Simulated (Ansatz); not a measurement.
# C6H12O: a ladder of functionals and wavefunction methods

Aim: compute C6H12O with functionals from several rungs and with coupled cluster. The yardstick is the atomisation energy at the CCSD(T) limit.

The runs use Ansatz 0.2.0, Gaussian basis; functionals in def2-TZVPP, the program's frozen cores in correlated methods.

Plan: PBE-D4, r2SCAN-D4, PBE0-D4, B3LYP-D4, ωB97X-V, ωB97M-V, B2PLYP; CCSD(T)/def2-TZVPP; MP2/def2-QZVPP; extrapolation to the limit.

## (1) The relaxed structure

An earlier PBE0-D4 in a triple-zeta def2 set relaxation fixed the geometry.

19 atoms, charge 0, spin multiplicity 1.

Atoms are counted from 1 here; the program's logs count them from 0.

Bond lengths: O1–C2 1.416 Å, O1–H8 0.961 Å, C2–C3 1.515 Å, C2–C7 1.520 Å, C2–H9 1.103 Å, C3–C4 1.522 Å, C3–H10 1.096 Å, C3–H11 1.093 Å, C4–C5 1.523 Å, C4–H12 1.097 Å, C4–H13 1.094 Å, C5–C6 1.522 Å, C5–H14 1.097 Å, C5–H15 1.094 Å, C6–C7 1.523 Å, C6–H16 1.094 Å, C6–H17 1.097 Å, C7–H18 1.096 Å and more. Angles: C2–O1–H8 108.3°, O1–C2–C3 107.4°, O1–C2–C7 112.1°, O1–C2–H9 109.7°, C3–C2–C7 110.9°, C3–C2–H9 108.3°, C7–C2–H9 108.4°, C2–C3–C4 111.3°, C2–C3–H10 108.0°, C2–C3–H11 109.2°, C4–C3–H10 110.1°, C4–C3–H11 111.2°, H10–C3–H11 106.9°, C3–C4–C5 111.4°, C3–C4–H12 109.4°, C3–C4–H13 109.9°, C5–C4–H12 109.2°, C5–C4–H13 110.4° and more.

## (2) PBE-D4 (GGA)

in.yaml

```yaml
crystal:
  periodic: [false, false, false]
  atoms:
    - {symbol: O, position_ang: [-2.040852, -0.728829, 1.440084]}
    - {symbol: C, position_ang: [-1.193753, -0.218315, 0.426980]}
    - {symbol: C, position_ang: [-0.348094, -1.368114, -0.079975]}
    - {symbol: C, position_ang: [0.625003, -0.906442, -1.155881]}
    - {symbol: C, position_ang: [1.498920, 0.237880, -0.660828]}
    - {symbol: C, position_ang: [0.651674, 1.391167, -0.141113]}
    - {symbol: C, position_ang: [-0.319021, 0.917401, 0.932692]}
    - {symbol: H, position_ang: [-2.544700, 0.001676, 1.808167]}
    - {symbol: H, position_ang: [-1.802800, 0.158903, -0.412123]}
    - {symbol: H, position_ang: [0.202118, -1.784854, 0.771899]}
    - {symbol: H, position_ang: [-1.003073, -2.159576, -0.453822]}
    - {symbol: H, position_ang: [0.062718, -0.574532, -2.037680]}
    - {symbol: H, position_ang: [1.244427, -1.745954, -1.483534]}
    - {symbol: H, position_ang: [2.145896, -0.125959, 0.146989]}
    - {symbol: H, position_ang: [2.161114, 0.584074, -1.459862]}
    - {symbol: H, position_ang: [1.288214, 2.188694, 0.252405]}
    - {symbol: H, position_ang: [0.087087, 1.827882, -0.974420]}
    - {symbol: H, position_ang: [0.234054, 0.556448, 1.807979]}
    - {symbol: H, position_ang: [-0.948922, 1.748472, 1.272032]}
basis:
  gaussian: {orbitals: def2-TZVPP}
hamiltonian: {xc: pbe, dispersion: d4}
output: {forces: true, orbitals: {seedname: orbitals}}
```

On the command line:

```bash
ansatz run in.yaml --threads 2 --pin off --events-out ev --progress --plain --max-ram 32768MiB --backend cuda --devices 0, --max-vram 18GiB
```

Further steps of the session: r2SCAN-D4 (meta-GGA); PBE0-D4 (hybrid); B3LYP-D4 (hybrid); ωB97X-V (range-separated); ωB97M-V (range-separated); B2PLYP (double hybrid); CCSD(T) in def2-TZVPP; MP2 in def2-QZVPP.

**Question.** What will the summary of the whole plan be? Wanted: atomisation energy, CCSD(T)/CBS; farthest; mean size of error, hybrid; mean size of error, range-separated; gap, smallest and largest; T1 diagnostic; triples share of the correlation energy.

As calculated:

| quantity | value |
| --- | --- |
| atomisation energy, CCSD(T)/CBS | 7808.0 kJ/mol |
| functionals within 39.0 kJ/mol (0.5 %) | r2SCAN-D4, B3LYP-D4, ωB97X-V, ωB97M-V |
| farthest | PBE-D4 (+167.7 kJ/mol) |
| mean size of error, hybrid | 37.9 kJ/mol |
| mean size of error, range-separated | 18.7 kJ/mol |
| gap, smallest and largest | 6.30 eV (PBE-D4), 13.06 eV (ωB97X-V) |
| T1 diagnostic | 0.0094 |
| triples share of the correlation energy | 3.9 % |

PBE-D4 misses by +167.7 kJ/mol. Double hybrids carry the basis error of their MP2 part in triple zeta, and no dispersion term here, so their miss is partly the set-up's. The reference freezes the cores and leaves out relativity and excitations past (T), so misses under about 39.0 kJ/mol can't be ranked. Hartree-Fock recovers 75 % of the binding; the rest is correlation. Orbital gaps span 6.3 to 13.1 eV; exact exchange widens them.
